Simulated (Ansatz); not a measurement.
# CH5AlOSi: up Jacob's ladder to CCSD(T)

The task here is to estimate one member of a computed series from the others.

Computed with Ansatz 0.2.0, Gaussian basis. Level: functionals in def2-TZVPP, the program's frozen cores in correlated methods.

Plan: LDA (SPW92), PBE-D4, revPBE-D4, BLYP-D4, r2SCAN-D4, B97M-V, PBE0-D4, B3LYP-D4, r2SCANh-D4, r2SCAN0-D4, HSE06-D4, BHLYP-D4, CAM-B3LYP-D4, LC-ωPBE, ωB97X-V, ωB97M-V, B2PLYP, PBE-QIDH; CCSD(T)/def2-SVP; CCSD(T)/def2-TZVPP; MP2/def2-QZVPP; extrapolation to the limit; RPA on PBE.

### The relaxed structure

An earlier PBE0-D4 in a triple-zeta def2 set relaxation fixed the geometry.

SMILES `O[SiH]1[CH2][AlH]1`, 9 atoms, charge 0, spin multiplicity 1.

Atoms are counted from 1 here; the program's logs count them from 0.

Bond lengths: O1–Si2 1.653 Å, O1–H5 0.958 Å, Si2–C3 1.873 Å, Si2–Al4 2.332 Å, Si2–H6 1.493 Å, C3–Al4 1.971 Å, C3–H7 1.088 Å, C3–H8 1.106 Å, Al4–H9 1.585 Å. Angles: Si2–O1–H5 117.0°, O1–Si2–C3 117.2°, O1–Si2–Al4 134.1°, O1–Si2–H6 110.9°, C3–Si2–Al4 54.6°, C3–Si2–H6 110.3°, Al4–Si2–H6 113.8°, Si2–C3–Al4 74.7°, Si2–C3–H7 123.8°, Si2–C3–H8 109.5°, Al4–C3–H7 137.5°, Al4–C3–H8 97.0°, H7–C3–H8 108.8°, Si2–Al4–C3 50.7°, Si2–Al4–H9 171.6°, C3–Al4–H9 137.6°.

The first run:

The input, in.yaml:

```yaml
crystal:
  periodic: [false, false, false]
  atoms:
    - {symbol: O, position_ang: [-0.295680, 0.694420, -2.040651]}
    - {symbol: Si, position_ang: [0.085057, 0.739541, -0.432910]}
    - {symbol: C, position_ang: [0.687407, -0.851047, 0.350464]}
    - {symbol: Al, position_ang: [-0.816351, -0.252362, 1.475525]}
    - {symbol: H, position_ang: [-0.927785, 1.341757, -2.356924]}
    - {symbol: H, position_ang: [1.036194, 1.852269, -0.141540]}
    - {symbol: H, position_ang: [1.738241, -1.101584, 0.482706]}
    - {symbol: H, position_ang: [0.171301, -1.710704, -0.117146]}
    - {symbol: H, position_ang: [-1.589885, -0.758688, 2.763476]}
basis:
  gaussian: {orbitals: def2-TZVPP}
hamiltonian: {xc: lda}
output: {orbitals: {seedname: orbitals}}
```

Started as:

```
$ ansatz run in.yaml --threads 2 --pin off --events-out ev --progress --plain --max-ram 4352MiB
```

Among the steps run: LDA; PBE-D4 (GGA); revPBE-D4 (GGA); BLYP-D4 (GGA); r2SCAN-D4 (meta-GGA); B97M-V (meta-GGA); PBE0-D4 (hybrid); B3LYP-D4 (hybrid); r2SCANh-D4 (hybrid); r2SCAN0-D4 (hybrid); HSE06-D4 (hybrid); BHLYP-D4 (hybrid); CAM-B3LYP-D4 (range-separated); LC-ωPBE (range-separated); ωB97X-V (range-separated); ωB97M-V (range-separated); B2PLYP (double hybrid); PBE-QIDH (double hybrid).

One of the session's tables, all rows but one given; the rest of the session is left out.

It belongs to the step «Frontier levels by functional». 

| functional | HOMO (eV) | LUMO (eV) | gap (eV) |
| --- | --- | --- | --- |
| LDA (SPW92) | -5.01 | -2.75 | 2.26 |
| PBE-D4 | -4.91 | -2.53 | 2.38 |
| revPBE-D4 | -4.87 | -2.43 | 2.43 |
| BLYP-D4 | -4.78 | -2.38 | 2.40 |
| r2SCAN-D4 | -5.09 | -2.28 | 2.80 |
| B97M-V | -5.12 | -2.41 | 2.70 |
| PBE0-D4 | -5.89 | -1.77 | 4.12 |
| B3LYP-D4 | -5.72 | -1.94 | 3.78 |
| r2SCANh-D4 | -5.45 | -2.02 | 3.43 |
| r2SCAN0-D4 | -6.00 | -1.63 | 4.37 |
| HSE06-D4 | -5.50 | -2.14 | 3.36 |
| BHLYP-D4 | -6.77 | -0.94 | 5.83 |
| CAM-B3LYP-D4 | -7.10 | -0.78 | 6.32 |
| LC-ωPBE | -8.31 | 0.26 | 8.58 |
| ωB97X-V | -8.03 | 0.17 | 8.20 |
| ωB97M-V | ? | ? | ? |

**Question.** Estimate the row for ωB97M-V.

As computed: HOMO (eV): -7.83; LUMO (eV): -0.09; gap (eV): 7.74. In the column «HOMO (eV)» it lies between ωB97X-V (-8.03) and CAM-B3LYP-D4 (-7.10).
